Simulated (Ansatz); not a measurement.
# H2S2SeSn: the cost of one run

All numbers below are computed with Ansatz 0.2.0 (RKS PBE0-D4/def2-SVP).

### Step 1. Starting point

Bond lengths: Se1–Sn2 2.503 Å, Sn2–S3 2.422 Å, Sn2–S4 2.455 Å, S3–S4 2.225 Å, Se1–H5 1.569 Å, Sn2–H6 1.758 Å. Angles: Se1–Sn2–S3 110.9°, Se1–Sn2–S4 111.7°, Se1–Sn2–H6 125.4°, S3–Sn2–S4 54.3°, S3–Sn2–H6 116.1°, S4–Sn2–H6 117.5°, Sn2–Se1–H5 91.6°, Sn2–S3–S4 63.6°, Sn2–S4–S3 62.1°.

As a file:

```xyz
6

Se   -0.4420    1.4177   -1.5798
Sn    0.3445    0.1526    0.4315
S    -0.2763   -2.1832    0.2801
S     1.8440   -1.6914   -0.1831
H    -1.9190    1.4299   -1.0496
H     0.4908    0.8104    2.0548
```

### Step 2. End point A

The input, input.yaml:

```yaml
crystal:
  periodic: [false, false, false]
  atoms:
    - { symbol: Se, position_ang: [-0.442, 1.4177, -1.5798] }
    - { symbol: Sn, position_ang: [0.3445, 0.1526, 0.4315] }
    - { symbol: S, position_ang: [-0.2763, -2.1832, 0.2801] }
    - { symbol: S, position_ang: [1.844, -1.6914, -0.1831] }
    - { symbol: H, position_ang: [-1.919, 1.4299, -1.0496] }
    - { symbol: H, position_ang: [0.4908, 0.8104, 2.0548] }
basis:
  gaussian: { orbitals: def2-SVP }
hamiltonian:
  xc: pbe0
  dispersion: d4
relax:
  f_tol: 0.015
  max_steps: 40
```

Launch:

```
$ ansatz run input.yaml --threads 2 --pin off --max-ram 3072MiB --backend cpu --events-out ev --progress --plain --runs-dir out
```

What time and memory should one allow on 2 threads of INTEL XEON PLATINUM 8581C at 2.10GHz (Emerald Rapids), shared host?

About 49 s, with a peak of 0.29 GiB.
